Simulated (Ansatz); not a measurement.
# Be16N: the cost of one run

All numbers below are computed with Ansatz 0.2.0 (DFT PBE, plane waves, PAW, scalar-relativistic, no spin polarisation).

## Step 1: Starting point

The cell holds 17 atoms (Be16N): a = 4.580 Å, b = 3.966 Å, c = 7.177 Å, α = 90.00°, β = 90.00°, γ = 90.00°.

The coordinates stand in the first input below.

## Step 2: Relaxing the start

input.yaml reads:

```yaml
accuracy: low
crystal:
  lattice:
    - [-2.29, -3.966396, 0.0]
    - [3.435, -1.983198, 0.0]
    - [0.0, 0.0, 7.17686]
  atoms:
    - { symbol: Be, position: [0.75, 0.5, 0.0] }
    - { symbol: Be, position: [0.5, 0.3333333, 0.25] }
    - { symbol: Be, position: [0.75, 0.5, 0.5] }
    - { symbol: Be, position: [0.5, 0.3333333, 0.75] }
    - { symbol: Be, position: [0.5, 0.0, 0.0] }
    - { symbol: Be, position: [0.25, 0.8333333, 0.25] }
    - { symbol: Be, position: [0.5, 0.0, 0.5] }
    - { symbol: Be, position: [0.25, 0.8333333, 0.75] }
    - { symbol: Be, position: [0.25, 0.5, 0.0] }
    - { symbol: Be, position: [0.0, 0.3333333, 0.25] }
    - { symbol: Be, position: [0.25, 0.5, 0.5] }
    - { symbol: Be, position: [0.0, 0.3333333, 0.75] }
    - { symbol: Be, position: [0.0, 0.0, 0.0] }
    - { symbol: Be, position: [0.75, 0.8333333, 0.25] }
    - { symbol: Be, position: [0.0, 0.0, 0.5] }
    - { symbol: Be, position: [0.75, 0.8333333, 0.75] }
    - { symbol: "N", position: [0.2539952, 0.1707842, 0.6203158] }
basis:
  ecutwfc: 420.0
kpoints:
  mp_grid: { grid: [3, 3, 2] }
hamiltonian:
  xc: pbe
scf:
  occupations: { method: fermi_dirac, width: 0.05 }
  lower_state_search: "off"
relax:
  f_tol: 0.08
  max_steps: 25
  adjacent_minimum: "off"
```

Started as:

```console
$ ansatz run input.yaml --threads 1 --pin off --max-ram 3072MiB --backend cpu --events-out ev --progress --plain --runs-dir out
```

Q: Estimate wall time and peak memory on 1 thread of Arm Neoverse V1, shared host.

About 14 s, with a peak of 0.32 GiB.
